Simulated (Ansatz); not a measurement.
**C₂H₃FGe: how energies converge with the basis set**

One table from this session's results is given with a row withheld; the runs are named, their logs left out.

Method: one geometry, several basis sets; program: Ansatz 0.2.0, Gaussian basis.

Plan: PBE0-D4/def2-SVP; ωB97M-V/def2-SVP; PBE0-D4/def2-QZVPP; ωB97M-V/def2-QZVPP; the functionals' def2-TZVPP values are taken from earlier runs.

**The geometry**

All runs share one geometry, relaxed beforehand with PBE0-D4 in a triple-zeta def2 set.

SMILES `C#[C][GeH2][F]`, 7 atoms, charge 0, spin multiplicity 1.

Atoms are counted from 1 here; the program's logs count them from 0.

Bond lengths: C1–C2 1.205 Å, C1–H5 1.066 Å, C2–Ge3 1.891 Å, Ge3–F4 1.737 Å, Ge3–H6 1.530 Å, Ge3–H7 1.530 Å. Angles: C2–C1–H5 179.5°, C1–C2–Ge3 178.5°, C2–Ge3–F4 106.8°, C2–Ge3–H6 111.0°, C2–Ge3–H7 111.0°, F4–Ge3–H6 106.5°, F4–Ge3–H7 106.5°, H6–Ge3–H7 114.4°.

Geometry (Å):

```xyz
7

C     1.5896   -1.0114    0.7494
C     0.6532   -0.3993    0.3028
Ge   -0.7952    0.6032   -0.3846
F    -1.9286   -0.5383   -1.0404
H     2.4147   -1.5608    1.1423
H    -1.5258    1.3495    0.7332
H    -0.3466    1.4892   -1.5483
```

The first run:

in.yaml reads:

```yaml
crystal:
  periodic: [false, false, false]
  atoms:
    - {symbol: C, position_ang: [1.589568, -1.011440, 0.749378]}
    - {symbol: C, position_ang: [0.653229, -0.399260, 0.302779]}
    - {symbol: Ge, position_ang: [-0.795216, 0.603197, -0.384648]}
    - {symbol: F, position_ang: [-1.928633, -0.538276, -1.040403]}
    - {symbol: H, position_ang: [2.414658, -1.560801, 1.142310]}
    - {symbol: H, position_ang: [-1.525838, 1.349501, 0.733153]}
    - {symbol: H, position_ang: [-0.346570, 1.489181, -1.548267]}
basis:
  gaussian: {orbitals: def2-SVP}
hamiltonian: {xc: pbe0, dispersion: d4}
output: {orbitals: {seedname: orbitals}}
```

Steps of the session up to this table: PBE0-D4 in def2-SVP; ωB97M-V in def2-SVP; PBE0-D4 in def2-QZVPP; ωB97M-V in def2-QZVPP.

One of the session's tables, all rows but one given; the rest of the session is left out.

It belongs to the step «Density functionals: the series». 

| functional | basis | HOMO (eV) |
| --- | --- | --- |
| PBE0-D4 | def2-SVP | -8.51 |
| PBE0-D4 | def2-TZVPP | -8.57 |
| PBE0-D4 | def2-QZVPP | -8.58 |
| ωB97M-V | def2-SVP | -10.73 |
| ωB97M-V | def2-TZVPP | ? |
| ωB97M-V | def2-QZVPP | -10.83 |

Q: Estimate the row for ωB97M-V, def2-TZVPP from the others.

**Answer.** HOMO (eV): -10.81. In the column «HOMO (eV)» it lies between ωB97M-V, def2-QZVPP (-10.83) and ωB97M-V, def2-SVP (-10.73).
